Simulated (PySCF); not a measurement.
**C8H16OSi: geometry, NMR shifts**

What NMR shifts should C8H16OSi (`C=C(C)[C@]1(CC)CCO[SiH2]1`) show?

Computed with PySCF 2.14.0, with density-fitted response routines of our own, on a single molecule in the gas phase. Atoms count from 0, in the outputs and in this text.

## Step 1: The molecule as given

26 atoms, charge 0, multiplicity 1; geometry from: GFN2-xTB.

Bonds of the start (Å): C0–C1 1.33, C1–C2 1.50, C1–C3 1.50, C3–C4 1.54, C4–C5 1.53, C3–C6 1.54, C6–C7 1.53, C7–O8 1.41, O8–Si9 1.63, Si9–C3 1.93, C0–H10 1.08, C0–H11 1.08, C2–H12 1.09, C2–H13 1.09, C2–H14 1.09, C4–H15 1.09, C4–H16 1.09, C5–H17 1.09, C5–H18 1.09, C5–H19 1.09, C6–H20 1.09, C6–H21 1.09, C7–H22 1.09, C7–H23 1.10, Si9–H24 1.46, Si9–H25 1.46.

## Step 2: Geometry optimisation at PBE0-D3(BJ)/def2-SVP

What the job is given:

```
{"job": {"xc": "PBE0", "basis": "def2-SVP", "d3": "d3bj", "grid": 1, "kind": "geom"}, "charge": 0, "multiplicity": 1}
C      1.760480    -0.210896     1.574333
C      1.345295    -0.013043     0.331166
C      2.310371     0.452656    -0.722026
C     -0.071225    -0.208758    -0.133480
C     -0.682003     1.148552    -0.540360
C     -0.614481     2.212527     0.552414
C     -0.970250    -0.919713     0.891478
C     -2.144559    -1.535430     0.134547
O     -1.686080    -2.055077    -1.093863
Si    -0.255680    -1.454900    -1.594874
H      2.793297    -0.067168     1.847711
H      1.110221    -0.513269     2.375340
H      2.250857    -0.180742    -1.605741
H      3.329399     0.435310    -0.343155
H      2.081166     1.472165    -1.028425
H     -1.725742     0.997686    -0.825011
H     -0.161733     1.523710    -1.423707
H     -1.202063     1.928000     1.421753
H     -1.006693     3.156219     0.177692
H      0.412596     2.367428     0.875077
H     -0.405694    -1.734879     1.346789
H     -1.327994    -0.259293     1.680233
H     -2.601568    -2.356025     0.694851
H     -2.920367    -0.790306    -0.073334
H     -0.430096    -0.812974    -2.893018
H      0.749390    -2.513926    -1.586565
```

Standard output:

```text
step   0  E = -678.27246078  max force = 0.025007
step   1  E = -678.27840080  max force = 0.001854
step   2  E = -678.27854473  max force = 0.000763
step   3  E = -678.27857436  max force = 0.001037
step   4  E = -678.27860728  max force = 0.000642
step   5  E = -678.27861954  max force = 0.000258
optimisation converged
```

Wall time 2.1 min (1 thread, shared host).

Along the way:

| step | energy from step 0 (eV) | largest force component (eV/Å) |
| --- | --- | --- |
| 0 | 0.0000 | 1.2859 |
| 1 | -0.1616 | 0.0953 |
| 2 | -0.1656 | 0.0392 |
| 3 | -0.1664 | 0.0533 |
| 4 | -0.1673 | 0.0330 |
| 5 | -0.1676 | 0.0133 |

Close pairs (by a distance rule), those that changed most:

| bond | before (Å) | after (Å) | change (Å) |
| --- | --- | --- | --- |
| O8–Si9 | 1.630 | 1.679 | +0.049 |
| Si9–H24 | 1.459 | 1.494 | +0.035 |
| Si9–H25 | 1.460 | 1.494 | +0.034 |
| C0–H11 | 1.075 | 1.092 | +0.016 |
| C3–Si9 | 1.929 | 1.914 | -0.016 |
| C2–H12 | 1.089 | 1.105 | +0.016 |
| C0–H10 | 1.078 | 1.093 | +0.015 |
| C0–C1 | 1.326 | 1.340 | +0.015 |

The final coordinates are the input of the step that follows.

```
                         at the end point                value
  point group (found at 0.08 Å tolerance)                   C1
rotational constants (GHz, main isotopes)  1.506, 0.950, 0.834
                        dipole moment (D)                 1.69
```

## Step 3: Shielding tensors: PBE0/pcSseg-1

What the job is given:

```
{"job": {"kind": "nmr", "xc": "PBE0", "basis": "pcSseg-1"}, "charge": 0, "multiplicity": 1}
C      2.041061     0.267616     1.630031
C      1.602976     0.564923     0.398994
C      2.551705     1.085167    -0.645243
C      0.166563     0.415054    -0.038473
C     -0.429101     1.768013    -0.501985
C     -0.423992     2.853774     0.563641
C     -0.755505    -0.284366     0.980419
C     -1.969375    -0.851700     0.244032
O     -1.542433    -1.424193    -0.978063
Si    -0.047123    -0.838341    -1.468508
H      3.098193     0.374734     1.887639
H      1.376729    -0.087866     2.419824
H      2.498316     0.489736    -1.574173
H      3.591186     1.064831    -0.290929
H      2.312737     2.123872    -0.926598
H     -1.461344     1.602759    -0.856820
H      0.119721     2.125474    -1.388478
H     -1.020436     2.569421     1.443955
H     -0.846055     3.791063     0.170482
H      0.597866     3.062276     0.916378
H     -0.206616    -1.121160     1.442504
H     -1.063432     0.386656     1.799586
H     -2.470470    -1.626401     0.846901
H     -2.718359    -0.062597     0.043441
H     -0.132189    -0.212838    -2.822234
H      0.981415    -1.921539    -1.489401
```

With the program's defaults for keys left out, this is: GIAO PBE0/pcSseg-1 NMR shielding, non-relativistic, gas phase.

Standard output:

```text
coarse grid: 21320 points
cycle   1  E = -678.3704195799  dE =  1.075e+00  |g| = 7.524e-01  |ddm| = 4.564e+00
cycle   2  E = -678.2398095830  dE =  1.306e-01  |g| = 1.125e+00  |ddm| = 1.999e+00
cycle   3  E = -678.4871548417  dE = -2.473e-01  |g| = 1.329e-01  |ddm| = 1.413e+00
cycle   4  E = -678.4903804046  dE = -3.226e-03  |g| = 4.614e-02  |ddm| = 1.727e-01
cycle   5  E = -678.4908799311  dE = -4.995e-04  |g| = 1.152e-02  |ddm| = 6.308e-02
cycle   6  E = -678.4909051928  dE = -2.526e-05  |g| = 5.236e-03  |ddm| = 1.739e-02
cycle   7  E = -678.4909117326  dE = -6.540e-06  |g| = 1.045e-03  |ddm| = 5.897e-03
final grid: 198752 points
cycle   8  E = -678.5643345397  dE = -7.642e-05  |g| = 1.240e-02  |ddm| = 5.792e-02
cycle   9  E = -678.5643057901  dE =  2.875e-05  |g| = 1.730e-02  |ddm| = 2.636e-02
cycle  10  E = -678.5643682435  dE = -6.245e-05  |g| = 2.038e-03  |ddm| = 1.699e-02
cycle  11  E = -678.5643690682  dE = -8.246e-07  |g| = 3.456e-04  |ddm| = 2.262e-03
cycle  12  E = -678.5643690903  dE = -2.209e-08  |g| = 1.393e-04  |ddm| = 4.703e-04
cycle  13  E = -678.5643690943  dE = -4.055e-09  |g| = 5.891e-05  |ddm| = 2.044e-04
cycle  14  E = -678.5643690951  dE = -8.406e-10  |g| = 1.394e-05  |ddm| = 6.748e-05
converged SCF energy = -678.5643690951

GIAO shielding tensors (ppm)
atom      isotropic    diamagn.    paramagn.     s11        s22        s33       span
  0 C       67.733     253.814    -186.081    -36.158     90.343    149.013    185.171
  1 C       28.341     260.150    -231.810    -93.624     23.196    155.449    249.073
  2 C      157.517     247.318     -89.801    135.714    152.754    184.082     48.369
  3 C      143.156     255.295    -112.139    119.342    144.785    165.342     46.000
  4 C      160.080     248.318     -88.238    144.913    161.109    174.218     29.305
  5 C      176.007     246.776     -70.770    167.558    174.258    186.204     18.645
  6 C      150.376     253.051    -102.675    132.549    152.981    165.597     33.048
  7 C      115.909     244.631    -128.722     76.845    104.600    166.282     89.437
  8 O      304.877     398.334     -93.456    255.710    287.053    371.869    116.160
  9 Si     334.848     882.147    -547.299    285.947    321.446    397.151    111.204
 10 H       26.126      30.493      -4.367     23.365     24.516     30.498      7.133
 11 H       26.302      33.868      -7.566     23.079     23.864     31.964      8.886
 12 H       30.081      30.474      -0.394     25.367     29.732     35.143      9.776
 13 H       29.385      29.068       0.317     25.229     27.596     35.332     10.103
 14 H       29.150      30.061      -0.911     24.455     29.366     33.627      9.172
 15 H       29.784      33.372      -3.588     24.534     30.032     34.787     10.253
 16 H       29.630      33.749      -4.119     25.208     28.653     35.029      9.821
 17 H       30.509      30.922      -0.413     24.926     30.202     36.400     11.474
 18 H       30.496      27.464       3.032     25.600     27.140     38.749     13.149
 19 H       30.543      30.288       0.255     25.112     30.667     35.850     10.738
 20 H       29.386      35.402      -6.015     23.771     29.325     35.064     11.293
 21 H       29.602      34.522      -4.920     25.501     28.711     34.595      9.094
 22 H       27.138      29.027      -1.890     22.035     26.012     33.365     11.330
 23 H       27.290      31.112      -3.823     23.265     26.030     32.574      9.309
 24 H       26.369      30.997      -4.628     23.129     24.788     31.191      8.061
 25 H       26.496      30.926      -4.431     22.684     24.962     31.841      9.157
```

Run time: 49 s. Hardware: 1 thread, shared host.

The references, computed at this level on geometries of the same kind, shield at (ppm): 1H TMS 31.27, 13C TMS 184.4, 29Si TMS 352.0, 17O H2O 334.6. Their shielding less the atom's gives the shift. The references are single molecules in the gas phase, so shifts against H2O, NH3, PH3, H3PO4 or CFCl3 are not on the usual liquid scales and can be off by tens of ppm. Atoms listed in one row are averaged.

```
        atoms                                                 environment  σ (ppm)  δ (ppm)  δ scaled to CDCl3
           C1                             fully substituted alkene carbon     28.3    156.1              151.0
           C0                                        terminal =CH2 carbon     67.7    116.7              112.8
           C7                                         sp3 CH2 bonded to O    115.9     68.5               66.0
           C3           allylic fully substituted sp3 carbon bonded to Si    143.2     41.3               39.6
           C6                                           sp3 CH2 in a ring    150.4     34.0               32.5
           C2                                       allylic methyl carbon    157.5     26.9               25.6
           C4                                                     sp3 CH2    160.1     24.3               23.1
           C5                                               methyl carbon    176.0      8.4                7.7
          H10                          hydrogen on a terminal =CH2 carbon    26.13     5.14               5.09
          H11                          hydrogen on a terminal =CH2 carbon    26.30     4.96               4.92
          H24  hydrogen on a silicon bonded to C, O, in a 5-membered ring    26.37     4.90                  –
          H25  hydrogen on a silicon bonded to C, O, in a 5-membered ring    26.50     4.77                  –
          H22                          hydrogen on an sp3 CH2 bonded to O    27.14     4.13               4.13
          H23                          hydrogen on an sp3 CH2 bonded to O    27.29     3.98               3.99
          H20                            hydrogen on an sp3 CH2 in a ring    29.39     1.88               2.00
H12, H13, H14                        hydrogen on an allylic methyl carbon    29.54     1.73               1.85
          H21                            hydrogen on an sp3 CH2 in a ring    29.60     1.66               1.79
          H16                                      hydrogen on an sp3 CH2    29.63     1.64               1.77
          H15                                      hydrogen on an sp3 CH2    29.78     1.48               1.62
H17, H18, H19                                 hydrogen on a methyl carbon    30.52     0.75               0.93
           O8                oxygen bonded to C, Si, in a 5-membered ring    304.9     29.7                  –
          Si9           silicon bonded to C, O, 2 H, in a 5-membered ring    334.8     17.1                  –
```

The scaled column applies a straight-line fit of computed shieldings to shifts measured in CDCl3 (root-mean-square error 0.21 ppm for H, 2.0 ppm for C).

Charges from the same density, by scheme (e):

| atoms | Mulliken | IAO | Hirshfeld | ESP fit |
| --- | --- | --- | --- | --- |
| C0 | -0.09 | -0.35 | -0.12 | -0.62 |
| C1 | -0.27 | 0.03 | 0.01 | 0.22 |
| C2 | -0.17 | -0.41 | -0.11 | -0.53 |
| C3 | -0.72 | -0.24 | -0.06 | 0.01 |
| C4 | -0.17 | -0.24 | -0.07 | 0.23 |
| C5 | -0.24 | -0.41 | -0.12 | -0.42 |
| C6 | -0.21 | -0.27 | -0.08 | -0.30 |
| C7 | 0.14 | -0.04 | 0.00 | 0.04 |
| O8 | -0.63 | -0.64 | -0.24 | -0.48 |
| Si9 | 0.87 | 0.95 | 0.39 | 0.68 |

Mayer bond orders: C0–C1 2.00, C1–C2 1.06, C1–C3 0.97, C3–C4 0.99, C4–C5 1.06, C3–C6 1.01, C6–C7 1.04, C7–O8 0.90, O8–Si9 0.96, Si9–C3 0.83.

## Step 4: Nuclear shieldings: HF/pcSseg-1

Same as in step 3 but for these lines:

```diff
@@ -1,2 +1,2 @@
-{"job": {"kind": "nmr", "xc": "PBE0", "basis": "pcSseg-1"}, "charge": 0, "multiplicity": 1}
+{"job": {"kind": "nmr", "xc": "HF", "basis": "pcSseg-1", "pop": false}, "charge": 0, "multiplicity": 1}
 C      2.041061     0.267616     1.630031
```

Method: GIAO HF/pcSseg-1 NMR shielding, non-relativistic, gas phase.

Standard output:

```text
final grid: 198752 points
cycle   1  E = -675.8193376068  dE =  2.122e+00  |g| = 7.164e-01  |ddm| = 4.430e+00
cycle   2  E = -675.9442474126  dE = -1.249e-01  |g| = 3.905e-01  |ddm| = 9.237e-01
cycle   3  E = -675.9732684352  dE = -2.902e-02  |g| = 1.057e-01  |ddm| = 4.037e-01
cycle   4  E = -675.9764279649  dE = -3.160e-03  |g| = 1.612e-02  |ddm| = 1.445e-01
cycle   5  E = -675.9765035087  dE = -7.554e-05  |g| = 4.273e-03  |ddm| = 2.331e-02
cycle   6  E = -675.9765109202  dE = -7.412e-06  |g| = 1.330e-03  |ddm| = 8.677e-03
cycle   7  E = -675.9765116969  dE = -7.767e-07  |g| = 4.463e-04  |ddm| = 2.869e-03
cycle   8  E = -675.9765117996  dE = -1.027e-07  |g| = 1.699e-04  |ddm| = 1.041e-03
cycle   9  E = -675.9765118143  dE = -1.467e-08  |g| = 4.357e-05  |ddm| = 4.533e-04
cycle  10  E = -675.9765118157  dE = -1.442e-09  |g| = 1.826e-05  |ddm| = 1.277e-04
cycle  11  E = -675.9765118159  dE = -2.174e-10  |g| = 6.217e-06  |ddm| = 4.875e-05
converged SCF energy = -675.9765118159

GIAO shielding tensors (ppm)
atom      isotropic    diamagn.    paramagn.     s11        s22        s33       span
  0 C       74.177     253.730    -179.553    -45.105    109.575    158.060    203.165
  1 C       34.302     260.672    -226.369   -105.344     39.317    168.934    274.278
  2 C      167.130     243.312     -76.183    148.532    163.160    189.696     41.164
  3 C      162.512     253.843     -91.332    143.237    161.389    182.908     39.671
  4 C      170.920     245.856     -74.935    159.740    170.889    182.132     22.392
  5 C      182.307     243.986     -61.679    174.683    181.482    190.757     16.074
  6 C      161.144     249.931     -88.787    146.322    162.841    174.268     27.946
  7 C      131.031     240.293    -109.262     97.618    121.801    173.675     76.057
  8 O      331.840     400.127     -68.288    292.215    319.431    383.873     91.659
  9 Si     385.739     878.072    -492.333    349.503    375.468    432.247     82.745
 10 H       26.605      31.065      -4.460     23.646     24.422     31.746      8.100
 11 H       26.848      33.682      -6.834     23.478     24.026     33.040      9.562
 12 H       30.611      29.995       0.616     25.552     30.225     36.056     10.504
 13 H       29.762      29.428       0.334     25.038     27.888     36.360     11.322
 14 H       29.763      29.883      -0.120     24.748     29.914     34.627      9.879
 15 H       30.503      33.460      -2.957     24.907     30.506     36.096     11.190
 16 H       30.386      33.899      -3.513     25.715     29.047     36.396     10.682
 17 H       30.923      30.644       0.279     25.115     30.562     37.093     11.977
 18 H       30.864      27.928       2.936     25.623     27.275     39.695     14.072
 19 H       30.912      30.073       0.839     25.155     31.093     36.489     11.334
 20 H       30.051      35.183      -5.132     24.175     29.765     36.213     12.038
 21 H       30.275      34.400      -4.124     25.808     29.186     35.832     10.024
 22 H       27.845      29.265      -1.419     22.471     26.314     34.750     12.279
 23 H       28.132      31.022      -2.890     24.009     26.624     33.764      9.754
 24 H       27.372      31.174      -3.801     23.900     25.617     32.600      8.700
 25 H       27.541      30.991      -3.450     23.634     25.851     33.139      9.506
```

It took 25 s on 1 thread, shared host.

In short: δ C1 156.5, C0 116.7, C7 59.8, C6 29.7, H10 5.08, H11 4.84 ppm.

## Step 5: Run by run: NMR shifts

Shifts (ppm) of some atoms, chosen among heavy atoms and hydrogens apart, with basis size and wall time:

```csv
run,C7,C3,C4,H24,H25,O8,Si9,functions,time
PBE0/pcSseg-1,68.5,41.3,24.3,4.90,4.77,29.7,17.1,257,49 s
HF/pcSseg-1,59.8,28.3,19.9,4.31,4.14,1.5,7.7,257,25 s
```

## Step 6: Outcome

| quantity | value |
| --- | --- |
| point group | C1 |
| rotational constants (main isotopes) | 1.51, 0.95, 0.83 GHz |
| 13C shifts against TMS (PBE0/pcSseg-1) | 156.1, 116.7, 68.5, 41.3, 34.0, 26.9, 24.3, 8.4 ppm |
| 1H shifts against TMS (PBE0/pcSseg-1, means over atoms taken as alike) | 5.14, 4.96, 4.90, 4.77, 4.13, 3.98, 1.88, 1.73, 1.66, 1.64, 1.48, 0.75 ppm |
| 17O shifts against H2O (PBE0/pcSseg-1) | 29.7 ppm |
| 29Si shifts against TMS (PBE0/pcSseg-1) | 17.1 ppm |
| range of the shift of O8 | 1.5 to 29.7 ppm |

In words: Relaxing lowered the energy by 0.168 eV in 5 steps; the close pair that moved most is O8–Si9, from 1.630 to 1.679 Å. The most deshielded carbon is C1 (fully substituted alkene carbon), at 156.1 ppm: the olefinic region. At PBE0/pcSseg-1: The largest span, 249 ppm, is at C1, where the paramagnetic term is -232 ppm. In ppm, O8 moves most: its shift spreads over 28.2 ppm, from 1.5 (HF/pcSseg-1) to 29.7 (PBE0/pcSseg-1).
